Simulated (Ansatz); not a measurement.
# CH₂BClO: how energies converge with the basis set

One table from this session's results is given with a row withheld; the runs are named, their logs left out.

Method: one geometry, several basis sets; program: Ansatz 0.2.0, Gaussian basis.

Levels to be run: PBE0-D4/def2-SVP; ωB97M-V/def2-SVP; PBE0-D4/def2-QZVPP; ωB97M-V/def2-QZVPP; the functionals' def2-TZVPP values are taken from earlier runs.

### The relaxed structure

An earlier PBE0-D4 in a triple-zeta def2 set relaxation fixed the geometry.

SMILES `ClB1CO1`, 6 atoms, charge 0, spin multiplicity 1.

Atoms are counted from 1 here; the program's logs count them from 0.

Bond lengths: Cl1–B2 1.716 Å, B2–C3 1.503 Å, B2–O4 1.325 Å, C3–O4 1.515 Å, C3–H5 1.086 Å, C3–H6 1.086 Å. Angles: Cl1–B2–C3 157.6°, Cl1–B2–O4 138.0°, C3–B2–O4 64.4°, B2–C3–O4 52.1°, B2–C3–H5 122.3°, B2–C3–H6 122.3°, O4–C3–H5 112.3°, O4–C3–H6 112.3°, H5–C3–H6 114.8°, B2–O4–C3 63.5°.

The first run:

The input, in.yaml:

```yaml
crystal:
  periodic: [false, false, false]
  atoms:
    - {symbol: Cl, position_ang: [-0.699224, -2.288260, 0.634934]}
    - {symbol: B, position_ang: [-0.329743, -0.707249, 0.079709]}
    - {symbol: C, position_ang: [0.402130, 0.603166, 0.004126]}
    - {symbol: O, position_ang: [-0.788261, 0.152371, -0.818041]}
    - {symbol: H, position_ang: [1.294711, 0.735707, -0.599872]}
    - {symbol: H, position_ang: [0.162588, 1.440266, 0.652944]}
basis:
  gaussian: {orbitals: def2-SVP}
hamiltonian: {xc: pbe0, dispersion: d4}
output: {orbitals: {seedname: orbitals}}
```

Run with:

```bash
$ ansatz run in.yaml --threads 2 --pin off --events-out ev --progress --plain --max-ram 4352MiB
```

Steps of the session up to this table: PBE0-D4 in def2-SVP; ωB97M-V in def2-SVP; PBE0-D4 in def2-QZVPP; ωB97M-V in def2-QZVPP.

One of the session's tables, all rows but one given; the rest of the session is left out.

| functional | basis | HOMO (eV) | LUMO (eV) |
| --- | --- | --- | --- |
| PBE0-D4 | def2-SVP | -8.30 | 0.10 |
| PBE0-D4 | def2-TZVPP | -8.40 | -0.20 |
| PBE0-D4 | def2-QZVPP | ? | ? |
| ωB97M-V | def2-SVP | -10.57 | 2.30 |
| ωB97M-V | def2-TZVPP | -10.68 | 1.91 |
| ωB97M-V | def2-QZVPP | -10.70 | 1.66 |

Estimate the missing values for PBE0-D4, def2-QZVPP.

As computed: HOMO (eV): -8.42; LUMO (eV): -0.28. In the column «HOMO (eV)» it lies between ωB97M-V, def2-SVP (-10.57) and PBE0-D4, def2-TZVPP (-8.40).
